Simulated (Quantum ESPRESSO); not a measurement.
Here is a Quantum ESPRESSO 7.5 calculation.

File pw.in:

```
&CONTROL
  calculation = 'scf'
  prefix = 'pwscf'
  outdir = './tmp'
  pseudo_dir = './pseudo'
  tprnfor = .true.
  tstress = .true.
  disk_io = 'low'
/
&SYSTEM
  ibrav = 0
  nat = 6
  ntyp = 2
  ecutwfc = 55
  ecutrho = 440
  nbnd = 52
  occupations = 'smearing'
  smearing = 'fd'
  degauss = 0.00367493
/
&ELECTRONS
  conv_thr = 1.2d-09
  electron_maxstep = 120
  mixing_beta = 0.5
/
ATOMIC_SPECIES
Nb    92.9064 Nb.pbe-spn-kjpaw_psl.0.3.0.UPF
W    183.8400 W_pbe_v1.2.uspp.F.UPF
CELL_PARAMETERS angstrom
   0.0000000000    3.5889065000    3.5889065000
   3.5889065000    0.0000000000    3.5889065000
   3.5889065000    3.5889065000    0.0000000000
ATOMIC_POSITIONS crystal
Nb     0.2500000000    0.2500000000    0.2500000000
Nb     0.1277616000    0.6240794700    0.6240794700
Nb     0.6240794700    0.6240794700    0.6240794700
Nb     0.6240794700    0.6240794700    0.1277616000
Nb     0.6240794700    0.1277616000    0.6240794700
W      0.0000000000    0.0000000000    0.0000000000
K_POINTS automatic
7 7 7 0 0 0
```

The input pp_density.in:

```
&INPUTPP
  prefix = 'pwscf'
  outdir = './tmp'
  filplot = 'density.dat'
  plot_num = 0
/
&PLOT
  nfile = 1
  filepp(1) = 'density.dat'
  iflag = 3
  output_format = 6
  fileout = 'density.cube'
/
```

pp_potential.in

```
&INPUTPP
  prefix = 'pwscf'
  outdir = './tmp'
  filplot = 'potential.dat'
  plot_num = 11
/
&PLOT
  nfile = 1
  filepp(1) = 'potential.dat'
  iflag = 3
  output_format = 6
  fileout = 'potential.cube'
/
```

Potentials or basis: SSSP 1.3 efficiency PBE.

The run is started by

```sh
$ OMP_NUM_THREADS=1 pw.x -in pw.in > pw.out
$ OMP_NUM_THREADS=1 pp.x -in pp_density.in > pp_density.out
$ OMP_NUM_THREADS=1 pp.x -in pp_potential.in > pp_potential.out
```

Estimate the largest force.

1.002 eV/Å.

Predict the band gap on the k mesh.

none (metal or under the smearing width).

Forces on the atoms (eV/Å):
```
Nb   0.000  0.000  0.000
Nb   0.578 -0.578 -0.578
Nb   0.578  0.578  0.578
Nb  -0.578 -0.578  0.578
Nb  -0.578  0.578 -0.578
W    0.000  0.000  0.000
```

Caveat: forces of over 1 eV/Å show positions far from the minimum, so gaps and moduli don't describe the material at rest. Spin-orbit coupling is left out, which matters for the levels of W.
